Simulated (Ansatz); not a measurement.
# CH6N2OSn: how energies converge with the basis set

An exercise on one series of results from a longer session: the logs are not shown, and one member is left open.

The runs use Ansatz 0.2.0, Gaussian basis; one geometry, several basis sets.

Plan: PBE0-D4/def2-SVP; ωB97M-V/def2-SVP; PBE0-D4/def2-QZVPP; ωB97M-V/def2-QZVPP; the functionals' def2-TZVPP values are taken from earlier runs.

### The geometry

An earlier PBE0-D4 in a triple-zeta def2 set relaxation fixed the geometry. Sn takes the def2 core potential; no spin-orbit term is included.

11 atoms, charge 0, spin multiplicity 1.

Atoms are counted from 1 here; the program's logs count them from 0.

Bond lengths: N1–C2 1.337 Å, N1–H6 1.006 Å, N1–H7 1.019 Å, C2–N3 1.294 Å, C2–H8 1.091 Å, N3–Sn4 2.443 Å, N3–H9 1.021 Å, Sn4–O5 2.067 Å, Sn4–H10 1.791 Å, O5–H11 0.960 Å. Angles: C2–N1–H6 118.4°, C2–N1–H7 114.4°, H6–N1–H7 116.7°, N1–C2–N3 125.8°, N1–C2–H8 116.2°, N3–C2–H8 118.0°, C2–N3–Sn4 103.6°, C2–N3–H9 109.8°, Sn4–N3–H9 88.5°, N3–Sn4–O5 80.2°, N3–Sn4–H10 85.8°, O5–Sn4–H10 91.9°, Sn4–O5–H11 110.7°.

The first run:

File in.yaml:

```yaml
crystal:
  periodic: [false, false, false]
  atoms:
    - {symbol: N, position_ang: [-0.257981, 0.576089, 1.550231]}
    - {symbol: C, position_ang: [0.909371, 0.237649, 0.993090]}
    - {symbol: N, position_ang: [1.099094, -0.743778, 0.170968]}
    - {symbol: Sn, position_ang: [0.548229, 0.217584, -2.006559]}
    - {symbol: O, position_ang: [-1.318192, 0.262158, -1.118795]}
    - {symbol: H, position_ang: [-0.306079, 1.432291, 2.075786]}
    - {symbol: H, position_ang: [-1.076307, 0.334133, 0.992528]}
    - {symbol: H, position_ang: [1.763481, 0.867403, 1.245806]}
    - {symbol: H, position_ang: [0.251440, -1.308369, 0.105931]}
    - {symbol: H, position_ang: [0.317060, -1.474296, -2.546369]}
    - {symbol: H, position_ang: [-1.864717, -0.457762, -1.442017]}
basis:
  gaussian: {orbitals: def2-SVP}
hamiltonian: {xc: pbe0, dispersion: d4}
output: {orbitals: {seedname: orbitals}}
```

Among the steps run: PBE0-D4 in def2-SVP; ωB97M-V in def2-SVP; PBE0-D4 in def2-QZVPP; ωB97M-V in def2-QZVPP.

One of the session's tables, all rows but one given; the rest of the session is left out.

It belongs to the step «Density functionals: the series». 

```
functional       basis  HOMO (eV)
   PBE0-D4    def2-SVP      -5.88
   PBE0-D4  def2-TZVPP      -6.02
   PBE0-D4  def2-QZVPP      -6.05
   ωB97M-V    def2-SVP      -7.93
   ωB97M-V  def2-TZVPP      -8.11
   ωB97M-V  def2-QZVPP          ?
```

**Question.** Estimate the row for ωB97M-V, def2-QZVPP.

As computed: HOMO (eV): -8.14. In the column «HOMO (eV)» it is the lowest.
